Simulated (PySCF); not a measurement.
**GeN at other levels of theory**

Starting from one script, swap the method and compare what comes out for GeN.

The runs use PySCF 2.14.0; each script names its method and basis.

2 further runs of the same task are left out: 2 that didn't finish.

### Step 1. The starting structure

GeN: 2 atoms, charge 0, spin multiplicity 2.

Bond lengths: Ge1–N2 2.087 Å.

### Step 2. The base run

Input file input.py:

```python
from pyscf import gto, scf

mol = gto.M(
    atom='Ge 0 0 0; N 0 0 2.087',
    basis='aug-cc-pvdz',
    charge=0,
    spin=1,
    verbose=4,
)
mf = scf.UHF(mol)
mf.kernel()
mf.analyze()
print('orbital energies (hartree):', [e[max(0, n-3):n+3].round(4) for e, n in zip(mf.mo_energy, mol.nelec)])
```

The run is started by

```console
$ OMP_NUM_THREADS=1 python input.py
```

### Step 3. RHF

Edit 1 changes SCF type: UHF → RHF.

Input file input.py:

```python
from pyscf import gto, scf

mol = gto.M(
    atom='Ge 0 0 0; N 0 0 2.087',
    basis='aug-cc-pvdz',
    charge=0,
    spin=1,
    verbose=4,
)
mf = scf.RHF(mol)
mf.kernel()
mf.analyze()
print('orbital energies (hartree):', mf.mo_energy[..., max(0, mol.nelec[1]-3):mol.nelec[0]+3].round(4))
```

### Step 4. Geometry optimisation

Edit 2 changes step after the SCF: analyze → optimize.

Input file input.py:

```python
from pyscf import gto, scf
from pyscf.geomopt.geometric_solver import optimize

mol = gto.M(
    atom='Ge 0 0 0; N 0 0 2.087',
    basis='aug-cc-pvdz',
    charge=0,
    spin=1,
    verbose=4,
)
mf = scf.UHF(mol)
mf.kernel()
mol_eq = optimize(mf, maxsteps=30)
print('optimised geometry (angstrom)')
print(mol_eq.tostring('raw'))
print('orbital energies (hartree):', [e[max(0, n-3):n+3].round(4) for e, n in zip(mf.mo_energy, mol.nelec)])
```

### Step 5. MP2

Edit 3 changes step after the SCF: analyze → mp2; frozen orbitals: none → 10.

Input file input.py:

```python
from pyscf import gto, scf, mp

mol = gto.M(
    atom='Ge 0 0 0; N 0 0 2.087',
    basis='aug-cc-pvdz',
    charge=0,
    spin=1,
    verbose=4,
)
mf = scf.UHF(mol)
mf.kernel()
mp.MP2(mf, frozen=10).kernel()
mf.dip_moment()
print('orbital energies (hartree):', [e[max(0, n-3):n+3].round(4) for e, n in zip(mf.mo_energy, mol.nelec)])
```

### Step 6. CISD

Edit 4 changes step after the SCF: analyze → cisd; frozen orbitals: none → 10.

Input file input.py:

```python
from pyscf import gto, scf, ci

mol = gto.M(
    atom='Ge 0 0 0; N 0 0 2.087',
    basis='aug-cc-pvdz',
    charge=0,
    spin=1,
    verbose=4,
)
mf = scf.UHF(mol)
mf.kernel()
ci.CISD(mf, frozen=10).kernel()
mf.dip_moment()
print('orbital energies (hartree):', [e[max(0, n-3):n+3].round(4) for e, n in zip(mf.mo_energy, mol.nelec)])
```

Q: Predict the outcome of this session. Wanted: for each run, E(SCF); from base; gap, α spin; SCF dipole; after the SCF.

**Answer**, as computed:

| run | E(SCF) (hartree) | from base (eV) | cycles | gap, α spin (eV) | SCF dipole (D) | after the SCF |
| --- | --- | --- | --- | --- | --- | --- |
| base | -2129.635394 | 0 | 21 | 7.96 | 4.63 | n/a |
| RHF | -2129.631893 | +0.0953 | 16 | n/a | 4.73 | n/a |
| geometry optimisation | -2129.635394 | 0.0000 | 21 | 7.96 | n/a | bond 1.845 Å, -2.072 eV |
| MP2 | -2129.635394 | 0.0000 | 21 | 7.96 | 4.63 | MP2 correlation -7.196 eV, core frozen |
| CISD | -2129.635394 | 0.0000 | 21 | 7.96 | 4.63 | CISD correlation -6.909 eV, core frozen |

SCF columns refer to the geometry typed in the script.

On the same reference and core, CISD gains 6.91 eV in 5.5 s; MP2 reaches 104 % of that in 1.3 s. The dearest run is “geometry optimisation”, at 19 s against 1.3 s.
